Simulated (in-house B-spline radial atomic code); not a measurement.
**La⁷⁺: ionisation energy by several methods**

Wanted: one ionisation energy, La⁷⁺ to configuration [Kr] 4d10 5s2 5p1, up the ladder of functionals.

Method: non-relativistic, several functionals, spin-polarised; spherical all-electron atom at the radial basis limit. Code: in-house B-spline radial atomic code version 1.

## 1. The atom as given

```
element       : lanthanum (Z = 57)
charge        : +7
electrons     : 50
configuration : [Kr] 4d10 5s2 5p2
nucleus       : point
```

The outer shells:

[Kr] 4d10 5s2 5p2
```
[Kr] core
4d [↑↓][↑↓][↑↓][↑↓][↑↓]
5s [↑↓]
5p [↑ ][↑ ][  ]
```

Where spins are not typed, each open shell is filled with up spins first.

## 2. exchange-only LDA

Settings, as recorded:

```ini
Z = 57
electrons = 50.0
configuration = [Kr] 4d10 5s2 5p2
hamiltonian = nr
method = lda,
spin_polarised = True
```

## 3. TPSS

The settings differ from step 2 so:

```diff
@@ -4,3 +4,3 @@
 hamiltonian = nr
-method = lda,
+method = tpss,tpss
 spin_polarised = True
```

## 4. LDA (PW92)

Settings, as recorded:

```ini
Z = 57
electrons = 50.0
configuration = [Kr] 4d10 5s2 5p2
hamiltonian = nr
method = lda,pw
spin_polarised = True
```

## 5. OLYP

Settings, as recorded:

```ini
Z = 57
electrons = 50.0
configuration = [Kr] 4d10 5s2 5p2
hamiltonian = nr
method = optx,lyp
spin_polarised = True
```

## 6. PBE

Settings, as recorded:

```ini
Z = 57
electrons = 50.0
configuration = [Kr] 4d10 5s2 5p2
hamiltonian = nr
method = pbe,pbe
spin_polarised = True
```

## 7. AM05

Settings, as recorded:

```ini
Z = 57
electrons = 50.0
configuration = [Kr] 4d10 5s2 5p2
hamiltonian = nr
method = am05
spin_polarised = True
```

Q: The tabulated ionisation energy is 105 ± 2.1 eV (tabulated theoretical; NIST Atomic Spectra Database). What does each method give, and which comes nearest?

As calculated:

| method | rung | total energy (hartree) | ΔSCF (eV) | −ε highest (eV) | ΔSCF less tabulated (eV) |
| --- | --- | --- | --- | --- | --- |
| exchange-only LDA | LDA | -8200.8988 | 102.58 | 95.86 (5p up) | -2.42 |
| LDA (PW92) | LDA | -8206.0027 | 103.95 | 97.18 (5p up) | -1.05 |
| OLYP | GGA | -8215.1013 | 103.79 | 97.18 (5p up) | -1.21 |
| PBE | GGA | -8211.8338 | 103.63 | 96.96 (5p up) | -1.37 |
| AM05 | GGA | -8206.2618 | 103.73 | 97.03 (5p up) | -1.27 |
| TPSS | meta-GGA | -8212.0049 | 103.61 | 97.02 (5p up) | -1.39 |

Against the tabulated ionisation energy, 105 ± 2.1 eV (tabulated theoretical; NIST Atomic Spectra Database), the best here is LDA (PW92) (-1.05 eV) and the worst exchange-only LDA (-2.42 eV, or 2.3 %). Mean absolute error by rung (exchange-only levels left out): LDA 1.05 eV, GGA 1.28 eV, meta-GGA 1.39 eV. The table's own uncertainty exceeds the spread between the methods, so their order is not settled. These runs lack relativity altogether, which can outweigh the gaps between the methods, so the nearest may be so by luck. PBE is off by -1.37 eV. These runs leave out relativity, which matters at this nuclear charge. Open shells are averaged (over orientations, and over spins where the run is restricted), while tables refer to the lowest levels. For the semilocal functionals minus the highest level recovers only 93 to 94 % of their own ΔSCF value, a mark of self-interaction.

Members of this set that are not shown: 12 used exact exchange with fractional occupations of an open shell, which is unsound here.
